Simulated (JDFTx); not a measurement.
A run of JDFTx 1.7.0 (patched build):

TlCoF3.in

```
lattice \
    7.9374582152     0.0000000000     0.0000000000 \
    0.0000000000     7.9374582152     0.0000000000 \
    0.0000000000     0.0000000000     7.9374582152
coords-type Lattice
ion Tl     0.0000000000     0.0000000000     0.0000000000 1
ion Co     0.5000000000     0.5000000000     0.5000000000 1
ion F      0.5000000000     0.5000000000     0.0000000000 1
ion F      0.5000000000     0.0000000000     0.5000000000 1
ion F      0.0000000000     0.5000000000     0.5000000000 1

ion-species pseudo/Tl.upf
ion-species pseudo/Co.upf
ion-species pseudo/F.upf
elec-cutoff 48 384
elec-ex-corr gga-PBEsol
kpoint-folding 6 6 6
elec-smearing Fermi 0.0018374661
elec-n-bands 35
spintype z-spin
initial-magnetic-moments Co 2
elec-initial-magnetization 2 no
electronic-SCF nIterations 100 energyDiffThreshold 1e-09
electronic-minimize nIterations 30 energyDiffThreshold 1e-7
converge-empty-states yes
forces-output-coords Cartesian

dump-name run.$VAR
dump End Ecomponents EigStats BandEigs Kpoints Forces Stress
```

Potentials or basis: PseudoDojo-SR-PBEsol-0.4.1-standard with smoothed tails.

Command:

```sh
$ jdftx -c 1 -i TlCoF3.in -o TlCoF3.out
```

Hardware: 1 thread of Intel(R) Xeon(R) 6975P-C (Granite Rapids), with other jobs on the host.

Q: Estimate the wall time of this run.

A: Run time: 6.2 min on 1 thread of Intel(R) Xeon(R) 6975P-C (Granite Rapids) (shared host), peak memory 0.63 GiB. Counts: scf iterations 14, bands 35, k points 20, plane waves 7942.
